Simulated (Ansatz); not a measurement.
Run this with Ansatz 0.2.0 through its Python package and show what comes out.

`csna3.py`:
```python
import warnings

import ansatz
import numpy as np

vectors0 = np.array([
    [0.0, 4.731122, 4.731122],
    [4.731122, 0.0, 4.731122],
    [4.731122, 4.731122, 0.0],
])
sites = [
    ("Cs", (0.0, 0.0, 0.0)),
    ("Na", (0.25, 0.25, 0.25)),
    ("Na", (0.75, 0.75, 0.75)),
    ("Na", (0.5, 0.5, 0.5)),
]


def on_lattice(cell):
    crystal = ansatz.Crystal(lattice=ansatz.Lattice.of(cell))
    for symbol, position in sites:
        crystal = crystal.atom(symbol, position)
    return crystal


def main() -> None:
    warnings.simplefilter("ignore", ansatz.DeckWarning)

    def solve(crystal):
        return (
            crystal.calculation()
            .occupations("fermi_dirac", width=0.15)
            .scf(max_iterations=150, extra_bands=12)
            .functional("PBEsol", dispersion="d4")
            .basis(460, grid_basis="typed")
            .kpoints(4, 4, 4)
            .density()
            .run(threads=1)
        )


    whole = solve(on_lattice(vectors0))
    difference = whole.density().channels[0].density_e_per_ang3.copy()
    binding = whole.report["free_energy_ev"]
    for element in ["Cs", "Na"]:
        part = ansatz.Crystal(lattice=ansatz.Lattice.of(vectors0))
        for symbol, position in sites:
            if symbol == element:
                part = part.atom(symbol, position)
        alone = solve(part)
        difference -= alone.density().channels[0].density_e_per_ang3
        binding -= alone.report["free_energy_ev"]
        print(f"{element} sublattice: {alone.report['n_electrons']:g} electrons, {alone.report['n_iterations']} iterations")

    voxel = abs(np.linalg.det(vectors0)) / difference.size
    print(f"energy of the crystal less its unpolarised sublattices: {binding / len(sites):.4f} eV/atom")
    print(f"net charge of the difference {difference.sum() * voxel:.5f} e, charge rearranged {0.5 * np.abs(difference).sum() * voxel:.3f} e")
    print(f"extremes {difference.min():.4f} and {difference.max():.4f} e/A^3")
    for (symbol, position) in sites:
        index = tuple(int(round(p * n)) % n for p, n in zip(position, difference.shape))
        print(f"  change of the pseudo-density at the grid point nearest {symbol}: {difference[index]:+.4f} e/A^3")
    profile = difference.mean(axis=(0, 1))
    print("planar mean along the third vector:", np.round(profile[:: max(len(profile) // 12, 1)], 4))


if __name__ == "__main__":
    main()
```

```console
$ python csna3.py
RunWarning: dispersion: an atom stands within reach of a switch of its C6 between two reference coordination numbers of its element: through that C6 alone, e_disp changes by 0.025 eV or more while the distances to its neighbours run over a stretch of 0.05 Å that contains this geometry (sites counted from 0 in the [...]
Cs sublattice: 9 electrons, 7 iterations
Na sublattice: 27 electrons, 6 iterations
energy of the crystal less its unpolarised sublattices: -0.0494 eV/atom
net charge of the difference -0.00000 e, charge rearranged 0.117 e
extremes -0.0056 and 0.0023 e/A^3
  change of the pseudo-density at the grid point nearest Cs: -0.0027 e/A^3
  change of the pseudo-density at the grid point nearest Na: -0.0020 e/A^3
  change of the pseudo-density at the grid point nearest Na: -0.0020 e/A^3
  change of the pseudo-density at the grid point nearest Na: -0.0022 e/A^3
planar mean along the third vector: [ 0.0002  0.0001 -0.0002 -0.0002 -0.0001  0.0001  0.0002  0.0001 -0.0001
 -0.0002 -0.0002  0.0001]
```
(Warnings from the package without file and line, shortened, repeats left out.)

These settings explore the input space; cutoff and mesh may be short of convergence. Dispersion corrections can be off by several per cent in the lattices of metals, and by several GPa in the pressure at a fixed cell. For a metal this k-point mesh is coarse: on a finer one energies can move by several to tens of meV an atom and pressures by half a GPa or more, differences at one mesh by less. Densities and potentials on the grid are those of the valence electrons, and inside the cores they hang on the potentials used. The structure comes from a database of computed cells and needn't be a stable or known phase. Charge moved counts every rearrangement, bonding and polarisation too, and is no transfer between atoms; the bare sublattices are artificial references. Values near the nuclei depend on the potentials. The script silences the warnings on its input, which a real study should read. Run time: 6.5 s on 1 thread of Arm Neoverse V1, on a shared host, peak memory 0.48 GiB.
